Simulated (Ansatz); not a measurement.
HfTi, space group P-6m2: an all-electron equation of state, run with Ansatz 0.2.0 through its Python package.

The script, `run_eos_lapw.py`:
```python
"""E(V) of HfTi on LAPW."""

import ansatz as az
from ase.eos import EquationOfState
from ase.units import GPa
import numpy as np

config = {
    "scf_tol": 1e-05,
    "kgrid": (11, 11, 6),
}

VECTORS = np.array([
    [3.086148, 0.0, 0.0],
    [-1.543074, 2.672683, 0.0],
    [0.0, 0.0, 4.829259],
])
SITES = [
    ("Hf", (2 / 3, 1 / 3, 0.5)),
    ("Ti", (1 / 3, 2 / 3, 0.0)),
]


def make_crystal(cell):
    crystal = az.Crystal(lattice=az.Lattice.of(cell))
    for symbol, position in SITES:
        crystal = crystal.atom(symbol, position)
    return crystal

volumes, energies = [], []
for scale in np.linspace(0.94, 1.06, 7):
    cell = VECTORS * scale ** (1 / 3)
    calculation = (
        make_crystal(cell).calculation()
        .functional(az.Functional.PBESOL)
        .occupations(az.OccupationsMethod.FERMI_DIRAC, width=100 * az.meV)
        .scf(tolerance=config["scf_tol"])
        .kpoints(*config["kgrid"])
        .pseudopotentials("all_electron", lapw=True)
    )
    report = calculation.run().report
    volumes.append(abs(np.linalg.det(cell)) / len(SITES))
    energies.append(report["free_energy_ev"] / len(SITES))
    print(f"{scale:.3f} {volumes[-1]:9.4f} A^3/atom {energies[-1]:16.5f} eV/atom  (estimated basis error {1000 * report['lapw_basis_errors']['total_ev_per_atom']:.2f} meV/atom)")
v0, e0, bulk = EquationOfState(volumes, energies, eos="birchmurnaghan").fit()
print(f"V0 = {v0:.4f} A^3/atom, B0 = {bulk / GPa:.1f} GPa")
```

From its runs, with one value withheld:

| V (Å³/atom) | F less the lowest row shown (meV/atom) |
| --- | --- |
| 18.722 | 5.98 |
| 19.120 | 0.00 |
| 19.518 | 0.07 |
| 19.917 | 5.66 |
| 20.315 | 16.27 |
| 20.713 | ? |
| 21.112 | 50.87 |

What is the missing energy at 20.713 Å³ an atom?

A third-order Birch-Murnaghan fit, E = E0 + (9 V0 B0 / 16) [(t - 1)³ B' + (t - 1)² (6 - 4t)] with t = (V0/V)^(2/3), through the 6 rows shown gives V0 = 19.313 Å³, B0 = 112.7 GPa, B' = 3.47 and E0 = -0.69 meV. At V = 20.713 Å³, t = 0.95440, and the fit interpolates to 31.48 meV. The run gave 31.48 meV, a miss of 0.00 meV.

These settings explore the input space; cutoff and mesh may be short of convergence. Shape and fractional positions are held along the curve, so the bulk modulus is an upper value where they are free to relax, by a factor of two or more in layered or hydrogen-bonded cells. The mesh is modest for a metal, so energies can be off by several to tens of meV an atom and pressures by half a GPa or more; differences at equal mesh fare better. Spin-orbit coupling, which matters for elements this heavy, is left out. This cell is a computed structure, which may not be the phase found in nature. Hardware and time: 4.1 min on 1 thread of Arm Neoverse V2, on a shared host, peak memory 0.5 GiB.
